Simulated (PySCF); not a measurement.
**AuSBr: singlet, from a linear start**

Where does singlet AuSBr go from a linear start, is the end point a minimum, and what are its modes, charges and moments?

Program: PySCF 2.14.0. Level of theory: B3LYP, basis Au def2-SVP with ECP60, S def2-SVP, Br def2-SVP, scalar-relativistic core potentials, no spin–orbit coupling, density fitting. These are calculated values, not measurements.

## (1) Starting geometry

3 atoms, charge 0, spin multiplicity 1.

Bond lengths: Au1–S2 2.150 Å, Au1–Br3 2.380 Å. Angles: S2–Au1–Br3 180.0°.

```xyz
3
charge 0 multiplicity 1
Au    0.0000    0.0000   -0.3868
S     0.0000    0.0000   -2.5368
Br    0.0000    0.0000    1.9932
```

## (2) Relaxing the singlet from the linear start

One driver script runs all steps and calls PySCF; scf.py shows how it sets up the SCF of each step. The optimiser is the driver's own. Before each start the driver seeks the lowest SCF state from one or more starting densities and follows internal instabilities, so scf.py alone need not reach the same state.

The program finds C∞v symmetry in the start, which this walk keeps. The walk stops when the largest gradient is under 0.0003 Eh/bohr and the energy has settled too.

scf.py

```python
from pyscf import gto, scf, dft
mol = gto.M(atom='''
Au     0.000000     0.000000    -0.386822
S      0.000000     0.000000    -2.536822
Br     0.000000     0.000000     1.993178''',
    basis={'Au': 'def2-SVP', 'S': 'def2-SVP', 'Br': 'def2-SVP'},
    ecp={'Au': 'def2-SVP'},
    charge=0, spin=0)
mf = dft.RKS(mol, xc='B3LYP')
mf.grids.atom_grid = (50, 194)
aux = {'Au': 'def2-universal-JKFIT', 'S': 'def2-universal-JKFIT', 'Br': 'def2-universal-JKFIT'}
mf = mf.density_fit(auxbasis=aux)
mf.kernel()
```

The optimiser's trace:

```csv
step,energy (Eh),change (kJ/mol),largest symmetric gradient (Eh/bohr)
0,-3107.715819,0.00,0.01816
1,-3107.716692,-2.29,0.00201
2,-3107.716709,-2.33,0.00024
3,-3107.716709,-2.34,0.00002
```

The walk took 4.8 s on 4 threads, shared host.

After 3 steps and 2.3 kJ/mol it ends at C∞v: Au–Br 2.396 Å, Au–S 2.198 Å; Br–Au–S 180.0°.

## (3) Is it a minimum? Harmonic modes

The point is checked on the finer grid, and tightened if its gradient asks for it. The Hessian and the dipole derivatives come from central differences of analytic gradients, with steps of 0.01 bohr.

scf.py, as its differences from that of step 2:

```diff
@@ -3,3 +3,3 @@
-Au     0.000000     0.000000    -0.386822
-S      0.000000     0.000000    -2.536822
-Br     0.000000     0.000000     1.993178''',
+Au     0.000000     0.000000    -0.387239
+S      0.000000     0.000000    -2.584357
+Br     0.000000    -0.000000     2.012000''',
@@ -10 +10 @@
-mf.grids.atom_grid = (50, 194)
+mf.grids.atom_grid = (75, 302)
```

The driver hands on the density of the step before, so the log starts near convergence.

SCF at the final geometry:

```text
init E= -3107.71679138632
  HOMO = -0.264313191378118  LUMO = -0.232022394872208  gap/eV = 0.87868
cycle= 1 E= -3107.71679138587  delta_E= 4.47e-10  |g|= 4.32e-05  |ddm|= 6.34e-05
  HOMO = -0.26431209749948  LUMO = -0.232021426525427  gap/eV = 0.87867
cycle= 2 E= -3107.71679137985  delta_E= 6.01e-09  |g|= 0.000145  |ddm|= 0.000217
  HOMO = -0.264314490056341  LUMO = -0.232023893924657  gap/eV = 0.87867
cycle= 3 E= -3107.71679138584  delta_E= -5.98e-09  |g|= 3.61e-05  |ddm|= 0.000209
  HOMO = -0.264313228097908  LUMO = -0.232022500814252  gap/eV = 0.87868
cycle= 4 E= -3107.71679138638  delta_E= -5.38e-10  |g|= 6.22e-07  |ddm|= 5.48e-05
  HOMO = -0.264313243771271  LUMO = -0.232022516112629  gap/eV = 0.87868
cycle= 5 E= -3107.71679138637  delta_E= 6.37e-12  |g|= 9.73e-08  |ddm|= 1.18e-06
  HOMO = -0.26431324221229  LUMO = -0.232022514326495  gap/eV = 0.87868
Extra cycle  E= -3107.71679138637  delta_E= -1.82e-12  |g|= 1.35e-07  |ddm|= 1.9e-06
converged SCF energy = -3107.71679138637
```

The whole step took 18 s.

Geometry: C∞v; Au–Br 2.399 Å, Au–S 2.197 Å; Br–Au–S 180.0°.

Modes, for the most abundant isotopes:

| ω (cm⁻¹) | IR (km/mol) | μ (u) | type |
| --- | --- | --- | --- |
| 50 | 0.4 | 50.13 | bend |
| 102 | 0.0 | 50.13 | bend |
| 241 | 7.6 | 82.58 | stretch |
| 413 | 0.9 | 36.80 | stretch |

No imaginary mode, so this is a minimum.

Here the density breaks the symmetry of the frame, and no labels are given; pairs that should be degenerate can split.

Properties at this point:

| Property | Result |
| --- | --- |
| Dipole moment | 0.96 D |
| Highest occupied level | -7.19 eV |
| Lowest empty level | -6.31 eV |
| Rotational constants | 0.02997 cm⁻¹ |
| Zero-point energy | 4.8 kJ/mol |
| Principal polarisabilities | 39.5, 39.6, 150.5 bohr³ |
| Atomisation energy without zero-point energy | 368 kJ/mol |
| Principal traceless quadrupole moments about the centre of mass | -2.97, -0.48, 3.45 D Å |
| Entropy at 298.15 K and 1 bar | 307.8 J/(mol K) |
| Heat capacity Cp at 298.15 K | 59.0 J/(mol K) |
| Enthalpy at 298.15 K above 0 K | 14.87 kJ/mol |
| Rotational symmetry number | 1 |

Charges (e) and bond orders:

| atom | Mulliken | Löwdin | polar tensor | Mayer order to Au1 |
| --- | --- | --- | --- | --- |
| Au1 | 0.12 | -0.32 | 0.31 | – |
| S2 | 0.00 | 0.24 | -0.02 | 1.37 |
| Br3 | -0.13 | 0.08 | -0.29 | 0.91 |

Mulliken populations on Au1 (outside its core potential): s 3.10, p 6.30, d 9.46, f 0.01.

## (4) Would spin polarisation lower it?

At the lowest minimum the closed shell is tested against spin polarisation, on the (50, 194) grid. It is unstable: an open-shell solution lies lower. That solution was not followed to a minimum here.

## (5) Outcome

| quantity | value |
| --- | --- |
| minimum | singlet, C∞v (closed shell, unstable towards spin polarisation) |
| geometry | Au–Br 2.399 Å, Au–S 2.197 Å; Br–Au–S 180.0° |
| wavenumbers (cm⁻¹) | 50, 102, 241, 413 |
| dipole moment | 0.96 D |
| highest occupied, lowest empty level | -7.19, -6.31 eV |
| polar-tensor charge of Au1 | +0.31 e |
| zero-point energy | 4.8 kJ/mol |

The linear start keeps its C∞v symmetry and ends in a minimum. The strongest infrared band lies at 241 cm⁻¹ (stretch). Other starts or spin states, not run here, may lie lower. The SCF density has lower symmetry than the nuclear frame. Take wavenumbers under 90 cm⁻¹ as rough. The small gap makes a closed-shell description doubtful. The closed shell proved unstable towards spin polarisation, so a lower open-shell solution exists. Spin–orbit coupling, left out here, can matter for elements this heavy.

The search up to here took 28 s.
